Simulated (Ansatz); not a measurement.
CsLiCr2Te2S3:

```
Cs Li Cr Te S
1.0
     3.60358    0.00000    0.00000
    -1.80179    3.12079    0.00000
     0.00000    0.00000   19.06651
Cs Li Cr Te S
1 1 2 2 3
Direct
  0.00000 0.00000 0.37399
  0.66667 0.33333 0.01607
  0.00000 0.00000 0.86637
  0.33333 0.66667 0.16833
  0.33333 0.66667 0.53891
  0.66667 0.33333 0.77276
  0.00000 0.00000 0.10030
  0.33333 0.66667 0.92920
  0.66667 0.33333 0.23408
```

The cell was built by a generator and needn't be a form met in nature.

Base run:

```yaml
Program: Ansatz 0.2.0
Functional: PBE
Potentials_or_basis: Ansatz PAW
Cutoff: "420 eV (not typed: the program's choice for these potentials)"
k_mesh: 9 × 9 × 2
Occupations: fermi-dirac, width 0.05 eV
Spin: collinear spin, ferromagnetic start
Starting_moments: "[0.0, 0.0, 3.0, 3.0, 0.0, 0.0, 0.0, 0.0, 0.0] μB"
Hubbard_terms: Cr d U = 4 eV
```

Its results: band gap on the k mesh none (metal or under the smearing width); pressure 2.6 GPa; net moment 6.09 μB per cell; site moments Cs -0.00; Li -0.01; Cr +3.16, +3.03; Te -0.01, -0.20; S -0.16, -0.17 μB; largest force 0.769 eV/Å.

Task: The run is repeated on the same cell with these changes: hubbard terms from Cr d U = 4 eV to none; hubbard projectors from ortho-atomic (the default) to none. What comes out?

Result: Band gap on the k mesh none (metal or under the smearing width); pressure 0.0 GPa; net moment 5.64 μB per cell; site moments Cs +0.00; Li -0.01; Cr +2.58, +2.74; Te -0.01, -0.15; S -0.05, -0.06 μB; largest force 0.033 eV/Å.

Caveats: only a ferromagnetic start was run, and an antiferromagnetic order may lie lower in energy; the magnetic or orbital state may not be the lowest (some runs); the density of states is complete only up to the lowest level of the last band computed (some runs).
